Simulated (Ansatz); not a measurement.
# CuNH3+ (singlet): from Hartree-Fock to the top rungs, def2-SVP

An exercise on one series of results from a longer session: the logs are not shown, and one member is left open.

The runs use Ansatz 0.2.0, Gaussian basis; def2-SVP, core rule «outside noble gas», up to 10 orbitals frozen.

To be run: UHF; CCSD(T) on RHF; CISD; CCSDT(Q) on RHF.

6 further runs of the same task are left out: 3 for a known fault of the program, 3 set aside as unsound or not needed.

## The system

The geometry is a PBE0/def2-TZVP stationary point (not a proven minimum) of the parent state, kept for this charge and spin.

5 atoms, charge 1, spin multiplicity 1.

Atoms are counted from 1 here; the program's logs count them from 0.

Bond lengths: Cu1–N2 2.020 Å, N2–H3 1.021 Å, N2–H4 1.021 Å, N2–H5 1.021 Å. Angles: Cu1–N2–H3 111.3°, Cu1–N2–H4 111.3°, Cu1–N2–H5 111.3°, H3–N2–H4 107.6°, H3–N2–H5 107.6°, H4–N2–H5 107.6°.

Coordinates:

```
Cu   -0.44079    0.00354    0.00271
N     1.57891   -0.01266   -0.00971
H     1.94192   -0.96668   -0.00683
H     1.95841    0.46431    0.80907
H     1.94821    0.45545   -0.83821
```

The first run:

The input, in.yaml:

```yaml
crystal:
  periodic: [false, false, false]
  atoms:
    - {symbol: Cu, position_ang: [-0.440788, 0.003536, 0.002711]}
    - {symbol: N, position_ang: [1.578912, -0.012665, -0.009711]}
    - {symbol: H, position_ang: [1.941915, -0.966683, -0.006829]}
    - {symbol: H, position_ang: [1.958412, 0.464314, 0.809069]}
    - {symbol: H, position_ang: [1.948209, 0.455455, -0.838211]}
basis:
  gaussian: {orbitals: def2-SVP}
total_charge: 1
magnetization: {spin_polarized: true, initial_magnetization: 0}
hamiltonian: {xc: hf}
output: {orbitals: {seedname: orbitals}}
```

Command:

```bash
$ ansatz run in.yaml --threads 1 --pin off --events-out ev --progress --plain --max-ram 4096MiB --backend cpu
```

Among the steps run: UHF; CCSD(T) on RHF; CISD; CCSDT(Q) on RHF.

One of the session's tables, all rows but one given; the rest of the session is left out.

| method | from RCCSDT(Q) (kcal/mol) |
| --- | --- |
| RHF | ? |
| RMP2 | -3.27 |
| CISD | +32.13 |
| RCCSD | +8.34 |
| RCCSD(T) | -1.03 |
| RCCSDT | -0.88 |
| RCCSDT(Q) | 0 |

**Question.** Estimate the row for RHF.

As computed: from RCCSDT(Q) (kcal/mol): +293.91. In the column «from RCCSDT(Q) (kcal/mol)» it is the highest.
